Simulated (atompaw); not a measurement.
**Pseudopotential generation for Ho: PAW (atompaw), PBE**

Task: generate the file, and judge it by its logarithmic derivatives, its ghosts and its cutoff.

The numbers are computed with atompaw 4.2.0.5 (PBE, scalar-relativistic, spin-unpolarised reference atom).

### 1 The design

Typed settings, in words:

```
element                 : holmium (Ho, Z = 67)
type                    : PAW
frozen core             : [Kr] 4d10
valence charge          : 21
reference configuration : 4f11 5s2 5p6 5d0 6s1 6p1
partial waves           : 5s (bound): rc 1.80 bohr; 6s (bound): rc 3.00 bohr; 5p (bound): rc 2.25 bohr; 6p (bound): rc 2.50 bohr; 5d (bound, empty): rc 3.00 bohr; 5d channel at 3 Ry: rc 3.00 bohr; 4f (bound): rc 0.95 bohr; 4f channel at 0.35 Ry: rc 0.95 bohr
local potential         : troulliermartins scheme with l = 4 at 1 Ry, radius 2.05 bohr
core correction         : smooth core density matched at 1.95 bohr
augmentation charge     : sinc compensation charge, radius 2.85 bohr; PAW radius 3.00 bohr; waves and projectors: custom polynom vanderbiltortho
```

The nodes and maxima of the atom's own shells, from an earlier all-electron run, set the scale for the radii.

All-electron outer shells of the reference configuration (PBE, scalar-relativistic, ld1.x):

```csv
shell,level (eV),outermost node (bohr),outermost maximum (bohr)
4p,-304.45,0.27,0.51
4d,-160.61,0.25,0.53
5s,-51.90,0.61,1.14
5p,-27.37,0.66,1.29
6s,-4.61,1.54,3.35
4f,-4.61,–,0.53
5d,-2.09,0.75,2.03
6p,-1.79,1.88,4.63
```

### 2 Generating the potential

File Ho.input:

```
Ho 67
GGA-PBE scalarrelativistic loggrid 2001 logderivrange -6 5 276
6 6 5 4 0 0
6 0 1
6 1 1
5 2 0
4 3 11
0 0 0
c
c
c
c
v
v
c
c
c
v
v
c
c
v
v
3
3.00 2.85 2.05 1.95
n
n
y
3
n
y
0.35
n
custom polynom vanderbiltortho sinc
4 1 troulliermartins
1.80
3.00
2.25
2.50
3.00
3.00
0.95
0.95
PWSCFOUT
UPFDX 0.0125d0 UPFXMIN -7.d0 UPFZMESH 67.d0
END
```

Launch:

```console
atompaw < Ho.input > Ho.log
```

**Question.** What will these runs give? Wanted: cutoffs for 10 and 1 mRy, occupied levels; bound ghosts; largest phase difference near zero energy, channels read; lowest eigenvalue of the overlap; share of valence orbitals outside the PAW sphere; UPF file.

As calculated:

```
                                                quantity                                              value
               cutoffs for 10 and 1 mRy, occupied levels                             230 Ry and over 300 Ry
                                            bound ghosts                                         none found
largest phase difference near zero energy, channels read                                          0.024 rad
         lowest eigenvalue of the overlap (Bessel basis)                                          0.443 (s)
        share of valence orbitals outside the PAW sphere  5s 0 %, 6s 74 %, 5p 2 %, 6p 93 %, 5d 46 %, 4f 1 %
                                                UPF file                                            written
```

In words: The potential is very hard: the looser tolerance needs 230 Ry. The tighter tolerance needs over 300 Ry, and converged work needs a cutoff nearer that. The slowest occupied level is 4f: taken alone it needs 230 Ry to come within 1 mRy, against 15 Ry for 5s. It is free of bound ghosts as far as tested. Near zero energy the phases of the channels with partial waves agree within 0.024 rad. All of this concerns the isolated atom, not yet a solid.
